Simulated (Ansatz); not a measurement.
# H4NO3V: small, medium and large basis sets

An exercise on one series of results from a longer session: the logs are not shown, and one member is left open.

Computed with Ansatz 0.2.0, Gaussian basis. Level: one geometry, several basis sets.

Plan: PBE0-D4/def2-SVP; ωB97M-V/def2-SVP; PBE0-D4/def2-QZVPP; ωB97M-V/def2-QZVPP; the functionals' def2-TZVPP values are taken from earlier runs.

### The relaxed structure

An earlier PBE0-D4 in a triple-zeta def2 set relaxation fixed the geometry.

SMILES `[NH2][V](=[O])([OH])[OH]`, 9 atoms, charge 0, spin multiplicity 1.

Atoms are counted from 1 here; the program's logs count them from 0.

Bond lengths: N1–V2 1.821 Å, N1–H6 1.010 Å, N1–H7 1.009 Å, V2–O3 1.554 Å, V2–O4 1.778 Å, V2–O5 1.779 Å, O4–H8 0.961 Å, O5–H9 0.960 Å. Angles: V2–N1–H6 124.4°, V2–N1–H7 123.1°, H6–N1–H7 111.5°, N1–V2–O3 106.5°, N1–V2–O4 110.8°, N1–V2–O5 110.1°, O3–V2–O4 109.4°, O3–V2–O5 109.9°, O4–V2–O5 110.1°, V2–O4–H8 119.8°, V2–O5–H9 121.7°.

Set-up of the first run:

Contents of in.yaml:

```yaml
crystal:
  periodic: [false, false, false]
  atoms:
    - {symbol: N, position_ang: [-0.619276, -0.376135, -1.211204]}
    - {symbol: V, position_ang: [0.535302, 0.259418, 0.045995]}
    - {symbol: O, position_ang: [1.705648, 0.928259, -0.727543]}
    - {symbol: O, position_ang: [1.171636, -1.065017, 1.047917]}
    - {symbol: O, position_ang: [-0.279238, 1.463340, 1.071719]}
    - {symbol: H, position_ang: [-1.350330, -1.048439, -1.026685]}
    - {symbol: H, position_ang: [-0.488262, -0.234663, -2.201485]}
    - {symbol: H, position_ang: [0.641291, -1.416711, 1.768411]}
    - {symbol: H, position_ang: [-1.228271, 1.443746, 1.215676]}
basis:
  gaussian: {orbitals: def2-SVP}
hamiltonian: {xc: pbe0, dispersion: d4}
output: {orbitals: {seedname: orbitals}}
```

On the command line:

```
> ansatz run in.yaml --threads 4 --pin off --events-out ev --progress --plain --max-ram 10444MiB
```

Among the steps run: PBE0-D4 in def2-SVP; ωB97M-V in def2-SVP; PBE0-D4 in def2-QZVPP; ωB97M-V in def2-QZVPP.

One of the session's tables, all rows but one given; the rest of the session is left out.

It belongs to the step «Functionals by basis». 

```
functional       basis  HOMO (eV)  LUMO (eV)
   PBE0-D4    def2-SVP      -7.92      -1.97
   PBE0-D4  def2-TZVPP      -8.17      -2.13
   PBE0-D4  def2-QZVPP          ?          ?
   ωB97M-V    def2-SVP     -10.21       0.32
   ωB97M-V  def2-TZVPP     -10.48       0.11
   ωB97M-V  def2-QZVPP     -10.52       0.03
```

**Question.** Estimate the row for PBE0-D4, def2-QZVPP.

As computed: HOMO (eV): -8.20; LUMO (eV): -2.16. In the column «HOMO (eV)» it lies between ωB97M-V, def2-SVP (-10.21) and PBE0-D4, def2-TZVPP (-8.17).
